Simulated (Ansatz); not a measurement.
# F2H3O3Ta: the cost of one run

All numbers below are computed with Ansatz 0.2.0 (RKS PBE/def2-SVP).

## (1) The structure to begin with

Bond lengths: Ta1–O2 2.020 Å, O2–H3 1.010 Å, Ta1–F4 1.930 Å, Ta1–O5 2.020 Å, O5–H6 1.010 Å, Ta1–O7 2.020 Å, O7–H8 1.010 Å, Ta1–F9 1.930 Å. Angles: Ta1–O2–H3 109.5°, O2–Ta1–F4 90.0°, O2–Ta1–O5 90.0°, O2–Ta1–O7 120.0°, O2–Ta1–F9 120.0°, F4–Ta1–O5 180.0°, F4–Ta1–O7 90.0°, F4–Ta1–F9 90.0°, O5–Ta1–O7 90.0°, O5–Ta1–F9 90.0°, O7–Ta1–F9 120.0°, Ta1–O5–H6 109.5°, Ta1–O7–H8 109.5°.

Coordinates:

```xyz
9

Ta    0.0000    0.0000    0.0000
O     2.0200    0.0000    0.0000
H     2.3571   -0.5308    0.7903
F     0.0000    0.0000    1.9300
O     0.0000    0.0000   -2.0200
H    -0.6343   -0.7100   -2.3571
O    -1.0100    1.7493    0.0000
H    -1.4859    1.8638    0.8834
F    -0.9650   -1.6714    0.0000
```

## (2) Preparing the start

File input.yaml:

```yaml
crystal:
  periodic: [false, false, false]
  atoms:
    - { symbol: Ta, position_ang: [0.0, 0.0, 0.0] }
    - { symbol: O, position_ang: [2.02, 0.0, 0.0] }
    - { symbol: H, position_ang: [2.3571, -0.5308, 0.7903] }
    - { symbol: F, position_ang: [0.0, 0.0, 1.93] }
    - { symbol: O, position_ang: [0.0, 0.0, -2.02] }
    - { symbol: H, position_ang: [-0.6343, -0.71, -2.3571] }
    - { symbol: O, position_ang: [-1.01, 1.7493, 0.0] }
    - { symbol: H, position_ang: [-1.4859, 1.8638, 0.8834] }
    - { symbol: F, position_ang: [-0.965, -1.6714, 0.0] }
basis:
  gaussian: { orbitals: def2-SVP }
hamiltonian:
  xc: pbe
relax:
  f_tol: 0.02
  max_steps: 40
```

Command:

```console
$ ansatz run input.yaml --threads 4 --pin off --max-ram 5120MiB --backend cpu --events-out ev --progress --plain --runs-dir out
```

**Question.** How long does this run take on 4 threads of Intel Xeon at 2.60GHz (Ice Lake), shared host, and how much memory does it need?

About 17 s, with a peak of 0.19 GiB.
